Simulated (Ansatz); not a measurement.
What does this script print? It uses Ansatz 0.2.0 through its Python package.

The script reads `na3al.xyz`:
```text
4
Lattice="0.0 3.833004 3.833004 3.833004 0.0 3.833004 3.833004 3.833004 0.0" Properties=species:S:1:pos:R:3 pbc="T T T"
Na    1.91650200    1.91650200    1.91650200
Na    5.74950600    5.74950600    5.74950600
Na    3.83300400    3.83300400    3.83300400
Al    0.00000000    0.00000000    0.00000000
```

Script `run_lapw.py`:
```python
from collections import Counter
import json

import ansatz as az
import pandas as pd

crystal = az.Crystal.from_extxyz('na3al.xyz')

model = (
    crystal.calculation()
    .functional(az.Functional.PBE)
    .kpoints(density=4.3)
    .occupations('Fermi-Dirac')
    .scf(self_checks='low')
    .pseudopotentials('all_electron', lapw=True, relativity='none')
    .forces()
)
out = model.run(events_out='events.ndjson')
report = out.report
with open('events.ndjson') as stream:
    kinds = Counter(json.loads(line)['event'] for line in stream)
print('events:', {kind: kinds[kind] for kind in ('scf_iter', 'scf_done', 'notice', 'finished')})

for key in ('converged', 'n_iterations', 'n_electrons', 'n_kpoints', 'n_pw', 'n_symmetry_ops', 'free_energy_ev', 'fermi_energy_ev'):
    print(f'{key:18s} {report[key]}')

table = pd.DataFrame(report['forces_ev_ang'], columns=['fx', 'fy', 'fz'])
table.insert(0, 'atom', [site['symbol'] for site in report['lattice']['sites']])
print(table.round(4).to_string())

errors = report['lapw_basis_errors']
print(f'estimated basis error {1000 * errors["total_ev_per_atom"]:.3f} meV/atom, target {1000 * errors["basis_error_target_ev_per_atom"]:.3f}')
for sphere in errors['spheres']:
    print(f'  {sphere["species"]:2s} muffin-tin radius {sphere["muffin_tin_radius_ang"]:.3f} A, core shells {sphere["core_shells"]}')
```

```console
$ python run_lapw.py
events: {'scf_iter': 9, 'scf_done': 1, 'notice': 3, 'finished': 1}
converged          True
n_iterations       9
n_electrons        38.0
n_kpoints          20
n_pw               339
n_symmetry_ops     48
free_energy_ev     -19836.467037747054
fermi_energy_ev    3.0033945925722665
  atom   fx   fy   fz
0   Na  0.0 -0.0 -0.0
1   Na -0.0 -0.0 -0.0
2   Na -0.0  0.0  0.0
3   Al -0.0  0.0 -0.0
estimated basis error 0.064 meV/atom, target 0.250
  Na muffin-tin radius 1.660 A, core shells 1
  Al muffin-tin radius 1.660 A, core shells 1
```

Caveats:
- The settings weren't tested for convergence.
- The mesh is modest for a metal, so energies can be off by several to tens of meV an atom and pressures by half a GPa or more; differences at equal mesh fare better.
- The zero of the levels is a convention of the potentials, so an absolute Fermi energy is no work function.
- This cell is a computed structure, which may not be the phase found in nature.
- Hardware and time: 4.1 s on 1 thread of Intel(R) Xeon(R) 6975P-C (Granite Rapids), with other jobs on the host, peak memory 0.42 GiB.

(Lines on the test bed's own set-up are left out of the output.)
